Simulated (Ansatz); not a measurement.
**ClF2HSTi: a ladder of functionals and wavefunction methods**

One table from this session's results is given with a row withheld; the runs are named, their logs left out.

Program: Ansatz 0.2.0, Gaussian basis. Level of theory: functionals in def2-TZVPP, the program's frozen cores in correlated methods. These are calculated values, not measurements.

Levels to be run: LDA (SPW92), PBE-D4, revPBE-D4, BLYP-D4, r2SCAN-D4, B97M-V, PBE0-D4, B3LYP-D4, r2SCANh-D4, r2SCAN0-D4, HSE06-D4, BHLYP-D4, CAM-B3LYP-D4, LC-ωPBE, ωB97X-V, ωB97M-V, B2PLYP, PBE-QIDH; CCSD(T)/def2-SVP; CCSD(T)/def2-TZVPP; MP2/def2-QZVPP; extrapolation to the limit; RPA on PBE.

### Structure used throughout

All runs share one geometry, relaxed beforehand with PBE0-D4 in a triple-zeta def2 set.

SMILES `[F][Ti]([F])([SH])[Cl]`, 6 atoms, charge 0, spin multiplicity 1.

Atoms are counted from 1 here; the program's logs count them from 0.

Bond lengths: F1–Ti2 1.740 Å, Ti2–F3 1.735 Å, Ti2–S4 2.265 Å, Ti2–Cl5 2.182 Å, S4–H6 1.349 Å. Angles: F1–Ti2–F3 113.2°, F1–Ti2–S4 108.5°, F1–Ti2–Cl5 108.7°, F3–Ti2–S4 105.8°, F3–Ti2–Cl5 110.8°, S4–Ti2–Cl5 109.8°, Ti2–S4–H6 90.4°.

As a file:

```xyz
6
ClF2HSTi
F    -0.2866   -1.1056    1.4394
Ti   -0.5106   -0.0882    0.0451
F    -1.8863    0.9608    0.1791
S     1.2890    1.2742   -0.1469
Cl   -0.6728   -1.3540   -1.7247
H     2.1093    0.2490    0.1619
```

The first run:

in.yaml

```yaml
crystal:
  periodic: [false, false, false]
  atoms:
    - {symbol: F, position_ang: [-0.286573, -1.105637, 1.439371]}
    - {symbol: Ti, position_ang: [-0.510591, -0.088226, 0.045112]}
    - {symbol: F, position_ang: [-1.886287, 0.960837, 0.179101]}
    - {symbol: S, position_ang: [1.289025, 1.274199, -0.146934]}
    - {symbol: Cl, position_ang: [-0.672810, -1.354047, -1.724693]}
    - {symbol: H, position_ang: [2.109335, 0.248975, 0.161943]}
basis:
  gaussian: {orbitals: def2-TZVPP}
hamiltonian: {xc: lda}
output: {orbitals: {seedname: orbitals}}
```

Steps of the session up to this table: LDA; PBE-D4 (GGA); revPBE-D4 (GGA); BLYP-D4 (GGA); r2SCAN-D4 (meta-GGA); B97M-V (meta-GGA); PBE0-D4 (hybrid); B3LYP-D4 (hybrid); r2SCANh-D4 (hybrid); r2SCAN0-D4 (hybrid); HSE06-D4 (hybrid); BHLYP-D4 (hybrid); CAM-B3LYP-D4 (range-separated); LC-ωPBE-D4 (range-separated; the results give it without D4); ωB97X-V (range-separated); ωB97M-V (range-separated); B2PLYP (double hybrid); PBE-QIDH (double hybrid).

One of the session's tables, all rows but one given; the rest of the session is left out.

It belongs to the step «Frontier levels by functional». 

| functional | HOMO (eV) | LUMO (eV) | gap (eV) |
| --- | --- | --- | --- |
| LDA (SPW92) | -7.34 | -4.47 | 2.88 |
| PBE-D4 | -7.17 | -4.20 | 2.97 |
| revPBE-D4 | -7.11 | -4.11 | 2.99 |
| BLYP-D4 | -7.01 | -4.09 | 2.92 |
| r2SCAN-D4 | -7.48 | -4.17 | 3.31 |
| B97M-V | -7.54 | -4.15 | 3.39 |
| PBE0-D4 | ? | ? | ? |
| B3LYP-D4 | -8.16 | -3.53 | 4.63 |
| r2SCANh-D4 | -7.93 | -3.80 | 4.13 |
| r2SCAN0-D4 | -8.61 | -3.24 | 5.37 |
| HSE06-D4 | -8.01 | -3.66 | 4.35 |
| BHLYP-D4 | -9.49 | -2.23 | 7.26 |
| CAM-B3LYP-D4 | -9.69 | -2.21 | 7.48 |
| LC-ωPBE | -11.04 | -1.15 | 9.90 |
| ωB97X-V | -10.69 | -1.12 | 9.57 |
| ωB97M-V | -10.52 | -1.09 | 9.43 |

Q: Estimate the row for PBE0-D4 from the others.

**Answer.** HOMO (eV): -8.41; LUMO (eV): -3.28; gap (eV): 5.13. In the column «HOMO (eV)» it lies between r2SCAN0-D4 (-8.61) and B3LYP-D4 (-8.16).
